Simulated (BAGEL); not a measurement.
# CH4F2Si (SMILES C[SiH](F)F), step by step

Aim: a single-point energy (HF/cc-pVDZ), then a single-point energy (NEVPT2(2,2)/cc-pVDZ), then the energy (CASPT2(2,2)/cc-pVDZ) of CH4F2Si. 

Program for the calculation: BAGEL 1.2.2.

1 further run of the same task is left out (set aside as unsound or not needed).

**1. The system as given**

The species is CH4F2Si (8 atoms), meant as a singlet with charge 0. SMILES: `C[SiH](F)F`. The shape is that of a PBE0-D4/def2-TZVP optimisation.

Bond lengths: C1–Si2 1.840 Å, Si2–F3 1.591 Å, Si2–F4 1.591 Å, C1–H5 1.092 Å, C1–H6 1.093 Å, C1–H7 1.093 Å, Si2–H8 1.477 Å. Some angles: C1–Si2–F3 109.8°, C1–Si2–F4 109.8°, F3–Si2–F4 106.8°, C1–Si2–H8 114.8°, F3–Si2–H8 107.6°, F4–Si2–H8 107.6°, Si2–C1–H5 110.7°, Si2–C1–H6 110.6°, Si2–C1–H7 110.6°, H5–C1–H6 108.3°.

**2. The energy at HF/cc-pVDZ (density fitting with svp-jkfit) (run 1)**

job.json reads:

```json
{ "bagel": [

{
  "title": "molecule",
  "basis": "cc-pvdz.json",
  "df_basis": "svp-jkfit",
  "geometry": [
    { "atom": "C", "xyz": [    -0.73146763,     1.66617341,    -0.33013326 ] },
    { "atom": "Si", "xyz": [     0.62233217,    -1.46491380,     0.34128643 ] },
    { "atom": "F", "xyz": [     3.62128217,    -1.28180123,     0.42840091 ] },
    { "atom": "F", "xyz": [    -0.06685095,    -3.37108054,    -1.87838588 ] },
    { "atom": "H", "xyz": [    -0.02527698,     2.39806434,    -2.12669589 ] },
    { "atom": "H", "xyz": [    -0.23182404,     3.00655615,     1.15897092 ] },
    { "atom": "H", "xyz": [    -2.79070219,     1.55789211,    -0.43728074 ] },
    { "atom": "H", "xyz": [    -0.22313130,    -2.61859160,     2.73821504 ] }
  ]
},

{
  "title": "hf"
},

{
  "title": "print",
  "file": "orbitals.molden",
  "orbitals": "true"
}

]}
```

The basis set cc-pVDZ is read from a file made from the Basis Set Exchange's data (not shown).

Command:

```
$ BAGEL_NUM_THREADS=1 BAGEL job.json > job.out
```

What it wrote:

```text
* using 1 threads per process

  ===============================================================
  ===============================================================

  *** Geometry ***

  { "atom" : "C", "xyz" : [     -0.731468,      1.666173,     -0.330133 ] },
  { "atom" : "Si", "xyz" : [      0.622332,     -1.464914,      0.341286 ] },
  { "atom" : "F", "xyz" : [      3.621282,     -1.281801,      0.428401 ] },
  { "atom" : "F", "xyz" : [     -0.066851,     -3.371081,     -1.878386 ] },
  { "atom" : "H", "xyz" : [     -0.025277,      2.398064,     -2.126696 ] },
  { "atom" : "H", "xyz" : [     -0.231824,      3.006556,      1.158971 ] },
  { "atom" : "H", "xyz" : [     -2.790702,      1.557892,     -0.437281 ] },
  { "atom" : "H", "xyz" : [     -0.223131,     -2.618592,      2.738215 ] },

  Number of auxiliary basis functions:      429

  Since a DF basis is specified, we compute 2- and 3-index integrals:
    o Being stored without compression. Storage requirement is 0.022 GB

  Number of basis functions:       80
  Number of electrons      :       42

    * METHOD: MOLECULE                             0.18

  *** RHF ***

  === Nuclear Repulsion ===
   183.0488120482

      * DIIS with orbital gradients will be used.

  === RHF iteration (cc-pvdz.json) ===
      0       -527.89788974          0.01690930           0.05
      1       -528.07168884          0.00979159           0.04
      2       -528.14262586          0.00147719           0.04
      3       -528.14412203          0.00052443           0.04
      4       -528.14427867          0.00007131           0.04
      5       -528.14428266          0.00001561           0.04
      6       -528.14428288          0.00000477           0.04
      7       -528.14428289          0.00000061           0.04
      8       -528.14428289          0.00000028           0.04
      9       -528.14428289          0.00000007           0.04
     10       -528.14428289          0.00000002           0.04
     11       -528.14428289          0.00000000           0.04
    * SCF iteration converged.

    * Permanent dipole moment:
           (    0.600205,    -0.671078,    -0.351897) a.u.

    * METHOD: HF                                   0.66

    * METHOD: PRINT                                0.02

  ===============================================================
```

It took 0.99 s on 1 thread of Arm Neoverse V1, shared host; peak memory 0.15 GiB.

**3. The energy at NEVPT2(2,2)/cc-pVDZ (density fitting with svp-jkfit) (run 2)**

nevpt2.json reads:

```json
{ "bagel" : [

{
  "title" : "molecule",
  "basis" : "cc-pvdz.json",
  "df_basis" : "svp-jkfit",
  "angstrom" : false,
  "geometry" : [
    { "atom" : "C", "xyz" : [ -0.73146763,  1.66617341, -0.33013326 ] },
    { "atom" : "Si", "xyz" : [  0.62233217, -1.46491380,  0.34128643 ] },
    { "atom" : "F", "xyz" : [  3.62128217, -1.28180123,  0.42840091 ] },
    { "atom" : "F", "xyz" : [ -0.06685095, -3.37108054, -1.87838588 ] },
    { "atom" : "H", "xyz" : [ -0.02527698,  2.39806434, -2.12669589 ] },
    { "atom" : "H", "xyz" : [ -0.23182404,  3.00655615,  1.15897092 ] },
    { "atom" : "H", "xyz" : [ -2.79070219,  1.55789211, -0.43728074 ] },
    { "atom" : "H", "xyz" : [ -0.22313130, -2.61859160,  2.73821504 ] }
  ]
},
{ "title" : "hf" },
{ "title" : "nevpt2", "nstate" : 1, "nact" : 2, "nclosed" : 20, "active" : [13, 23], "maxiter" : 200, "natocc" : true, "ncore" : 8 },
{ "title" : "print", "file" : "orbitals.molden", "orbitals" : true }

]}
```

The basis set cc-pVDZ is read from a file made from the Basis Set Exchange's data (not shown).

Command:

```
$ BAGEL_NUM_THREADS=1 BAGEL nevpt2.json > nevpt2.out
```

What it wrote:

```text
* using 1 threads per process

  ===============================================================
  ===============================================================

  *** Geometry ***

  { "atom" : "C", "xyz" : [     -0.731468,      1.666173,     -0.330133 ] },
  { "atom" : "Si", "xyz" : [      0.622332,     -1.464914,      0.341286 ] },
  { "atom" : "F", "xyz" : [      3.621282,     -1.281801,      0.428401 ] },
  { "atom" : "F", "xyz" : [     -0.066851,     -3.371081,     -1.878386 ] },
  { "atom" : "H", "xyz" : [     -0.025277,      2.398064,     -2.126696 ] },
  { "atom" : "H", "xyz" : [     -0.231824,      3.006556,      1.158971 ] },
  { "atom" : "H", "xyz" : [     -2.790702,      1.557892,     -0.437281 ] },
  { "atom" : "H", "xyz" : [     -0.223131,     -2.618592,      2.738215 ] },

  Number of auxiliary basis functions:      429

  Since a DF basis is specified, we compute 2- and 3-index integrals:
    o Being stored without compression. Storage requirement is 0.022 GB

  Number of basis functions:       80
  Number of electrons      :       42

    * METHOD: MOLECULE                             0.18

  *** RHF ***

  === Nuclear Repulsion ===
   183.0488120482

      * DIIS with orbital gradients will be used.

  === RHF iteration (cc-pvdz.json) ===
      0       -527.89788974          0.01690930           0.05
      1       -528.07168884          0.00979159           0.04
      2       -528.14262586          0.00147719           0.04
      3       -528.14412203          0.00052443           0.04
      4       -528.14427867          0.00007131           0.04
      5       -528.14428266          0.00001561           0.04
      6       -528.14428288          0.00000477           0.04
      7       -528.14428289          0.00000061           0.04
      8       -528.14428289          0.00000028           0.04
      9       -528.14428289          0.00000007           0.04
     10       -528.14428289          0.00000002           0.04
     11       -528.14428289          0.00000000           0.04
    * SCF iteration converged.

    * Permanent dipole moment:
           (    0.600205,    -0.671078,    -0.351897) a.u.

    * METHOD: HF                                   0.66

    * freezing 8 orbitals
  ---------------------------
      CASSCF calculation
  ---------------------------

    ==== Active orbitals : =====
         Orbital 13
         Orbital 23
    ============================

    * nstate   :      1
    * nclosed  :     20
    * nact     :      2
    * nvirt    :     58
  === CASSCF iteration (cc-pvdz.json) ===

    * Using the second-order algorithm

      0  0      -528.14437766     2.83e-05      0.01

      1  0      -528.14581086     2.86e-04      0.17

      2  0      -528.14753494     2.49e-04      0.25

      3  0      -528.14804772     2.91e-05      0.33

      4  0      -528.14806231     2.15e-05      0.33

      5  0      -528.14806295     9.53e-06      0.30

      6  0      -528.14806298     3.46e-06      0.34

      7  0      -528.14806298     1.16e-06      0.36

      8  0      -528.14806298     3.75e-07      0.35

      9  0      -528.14806298     1.19e-07      0.30

     10  0      -528.14806298     3.76e-08      0.29

     11  0      -528.14806298     1.18e-08      0.27

     12  0      -528.14806298     3.71e-09      0.22

    * Second-order optimization converged. *

     guess   0:   closed 1.                   open ..

  === FCI iteration ===

      0  0      -528.14426880     5.31e-02      0.00
      1  0      -528.14805994     1.09e-03      0.00
      2  0 *    -528.14806298     9.42e-16      0.00

     * ci vector, state   0, <S^2> = 0.0000
       2.     0.9993616090

  === DF-NEVPT2 calculation ===

    * 3-index integral transformation done
    * assembly done

      NEVPT2 correlation energy:   -0.6107872428      0.16

          (+0)     -0.4728220445
          (+0)'    -0.0395713883
          (+1)     -0.0302332335
          (+1)'    -0.0000000000
          (+2)     -0.0021142872
          (-1)     -0.0611008138
          (-1)'     0.0000000000
          (-2)     -0.0049454756

      NEVPT2 total energy:       -528.7588502266

    * METHOD: NEVPT2                               3.89

    * METHOD: PRINT                                0.02

  ===============================================================
```

Wall time 5.1 s (1 thread of Arm Neoverse V1, shared host); peak memory 0.15 GiB.

**4. A single-point energy at CASPT2(2,2)/cc-pVDZ (density fitting with svp-jkfit) (run 3)**

input.json reads:

```json
{ "bagel" : [

{
  "title" : "molecule",
  "basis" : "cc-pvdz.json",
  "df_basis" : "svp-jkfit",
  "geometry" : [
    { "atom" : "C", "xyz" : [    -0.73146763,     1.66617341,    -0.33013326 ] },
    { "atom" : "Si", "xyz" : [     0.62233217,    -1.46491380,     0.34128643 ] },
    { "atom" : "F", "xyz" : [     3.62128217,    -1.28180123,     0.42840091 ] },
    { "atom" : "F", "xyz" : [    -0.06685095,    -3.37108054,    -1.87838588 ] },
    { "atom" : "H", "xyz" : [    -0.02527698,     2.39806434,    -2.12669589 ] },
    { "atom" : "H", "xyz" : [    -0.23182404,     3.00655615,     1.15897092 ] },
    { "atom" : "H", "xyz" : [    -2.79070219,     1.55789211,    -0.43728074 ] },
    { "atom" : "H", "xyz" : [    -0.22313130,    -2.61859160,     2.73821504 ] }
  ]
},

{
  "title" : "hf"
},

{
  "title" : "casscf",
  "nstate" : 1,
  "nact" : 2,
  "nclosed" : 20,
  "active" : [13, 23],
  "maxiter" : 200,
  "natocc" : "true"
},

{
  "title" : "print",
  "file" : "orbitals.molden",
  "orbitals" : "true"
},

{
  "title" : "smith",
  "method" : "caspt2",
  "ms" : "true",
  "xms" : "true",
  "sssr" : "true",
  "shift" : 0.2,
  "shift_imag" : "true",
  "ncore" : 8
}

]}
```

The basis set cc-pVDZ is read from a file made from the Basis Set Exchange's data (not shown).

Command:

```
$ BAGEL_NUM_THREADS=1 BAGEL input.json > input.out
```

What it wrote:

```text
* using 1 threads per process

  ===============================================================
  ===============================================================

  *** Geometry ***

  { "atom" : "C", "xyz" : [     -0.731468,      1.666173,     -0.330133 ] },
  { "atom" : "Si", "xyz" : [      0.622332,     -1.464914,      0.341286 ] },
  { "atom" : "F", "xyz" : [      3.621282,     -1.281801,      0.428401 ] },
  { "atom" : "F", "xyz" : [     -0.066851,     -3.371081,     -1.878386 ] },
  { "atom" : "H", "xyz" : [     -0.025277,      2.398064,     -2.126696 ] },
  { "atom" : "H", "xyz" : [     -0.231824,      3.006556,      1.158971 ] },
  { "atom" : "H", "xyz" : [     -2.790702,      1.557892,     -0.437281 ] },
  { "atom" : "H", "xyz" : [     -0.223131,     -2.618592,      2.738215 ] },

  Number of auxiliary basis functions:      429

  Since a DF basis is specified, we compute 2- and 3-index integrals:
    o Being stored without compression. Storage requirement is 0.022 GB

  Number of basis functions:       80
  Number of electrons      :       42

    * METHOD: MOLECULE                             0.18

  *** RHF ***

  === Nuclear Repulsion ===
   183.0488120482

      * DIIS with orbital gradients will be used.

  === RHF iteration (cc-pvdz.json) ===
      0       -527.89788974          0.01690930           0.05
      1       -528.07168884          0.00979159           0.04
      2       -528.14262586          0.00147719           0.04
      3       -528.14412203          0.00052443           0.04
      4       -528.14427867          0.00007131           0.04
      5       -528.14428266          0.00001561           0.04
      6       -528.14428288          0.00000477           0.04
      7       -528.14428289          0.00000061           0.04
      8       -528.14428289          0.00000028           0.04
      9       -528.14428289          0.00000007           0.04
     10       -528.14428289          0.00000002           0.04
     11       -528.14428289          0.00000000           0.04
    * SCF iteration converged.

    * Permanent dipole moment:
           (    0.600205,    -0.671078,    -0.351897) a.u.

    * METHOD: HF                                   0.66

  ---------------------------
      CASSCF calculation
  ---------------------------

    ==== Active orbitals : =====
         Orbital 13
         Orbital 23
    ============================

    * nstate   :      1
    * nclosed  :     20
    * nact     :      2
    * nvirt    :     58
  === CASSCF iteration (cc-pvdz.json) ===

    * Using the second-order algorithm

      0  0      -528.14437766     2.83e-05      0.01

      1  0      -528.14581086     2.86e-04      0.17

      2  0      -528.14753494     2.49e-04      0.25

      3  0      -528.14804772     2.91e-05      0.33

      4  0      -528.14806231     2.15e-05      0.33

      5  0      -528.14806295     9.53e-06      0.30

      6  0      -528.14806298     3.46e-06      0.34

      7  0      -528.14806298     1.16e-06      0.36

      8  0      -528.14806298     3.75e-07      0.35

      9  0      -528.14806298     1.19e-07      0.30

     10  0      -528.14806298     3.76e-08      0.29

     11  0      -528.14806298     1.18e-08      0.27

     12  0      -528.14806298     3.71e-09      0.22

    * Second-order optimization converged. *

     guess   0:   closed 1.                   open ..

  === FCI iteration ===

      0  0      -528.14426880     5.31e-02      0.00
      1  0      -528.14805994     1.09e-03      0.00
      2  0 *    -528.14806298     9.42e-16      0.00

     * ci vector, state   0, <S^2> = 0.0000
       2.     0.9993616090

    * METHOD: CASSCF                               3.63

    * METHOD: PRINT                                0.02

  === SMITH program ===

    * freezing 8 orbitals

    * Approximate memory requirement for SMITH calulation per MPI process:
      o Storage requirement for T-amplitude, lambda, and residual is 0.02 GB
      o Storage requirement for MO integrals is 0.01 GB
    * Calculating and saving rdm4f

    * Zeroth order energy : state  0       -1.7725900315

    * CASPT2 iteration is performed using orthogonal basis

      -------------------------------------------  CASPT2 iteration  ---------------------------------------------------
       #      aibj      arbs      arbi      airj      risj      airs      arst      rist         Etot      error   time
      ------------------------------------------------------------------------------------------------------------------

       0  -0.47163  -0.00545  -0.06073  -0.02980  -0.00223  -0.03446  -0.00000  -0.00000   -0.6042880  0.0035357   0.08
       1  -0.47255  -0.00553  -0.06125  -0.03090  -0.00242  -0.03578  -0.00000  -0.00000   -0.6084364  0.0007234   0.07
       2  -0.47260  -0.00554  -0.06118  -0.03102  -0.00244  -0.03592  -0.00000  -0.00000   -0.6086926  0.0001850   0.07
       3  -0.47262  -0.00554  -0.06117  -0.03098  -0.00245  -0.03595  -0.00000  -0.00000   -0.6087042  0.0000459   0.08
       4  -0.47263  -0.00554  -0.06117  -0.03097  -0.00245  -0.03595  -0.00000  -0.00000   -0.6087052  0.0000128   0.08
       5  -0.47263  -0.00554  -0.06117  -0.03097  -0.00245  -0.03595   0.00000   0.00000   -0.6087052  0.0000029   0.08
       6  -0.47263  -0.00554  -0.06117  -0.03097  -0.00245  -0.03595  -0.00000  -0.00000   -0.6087052  0.0000008   0.08

      ------------------------------------------------------------------------------------------------------------------

    * CASPT2 energy : state  0     -528.7587428645
        w/o shift correction       -528.7567682038
        reference weight              0.8640960245

    * METHOD: SMITH                                0.73

  ===============================================================
```

Wall time 5.4 s (1 thread of Arm Neoverse V1, shared host); peak memory 0.19 GiB.

**5. Outcome**

```
                                quantity          value
         run 1, HF/cc-pVDZ: total energy  -528.14428 Eh
        run 1, HF/cc-pVDZ: dipole moment         2.46 D
          run 1, HF/cc-pVDZ: HOMO energy      -12.91 eV
          run 1, HF/cc-pVDZ: LUMO energy        4.83 eV
        run 1, HF/cc-pVDZ: HOMO–LUMO gap       17.74 eV
run 2, NEVPT2(2,2)/cc-pVDZ: total energy  -528.75885 Eh
run 3, CASPT2(2,2)/cc-pVDZ: total energy  -528.75874 Eh
```
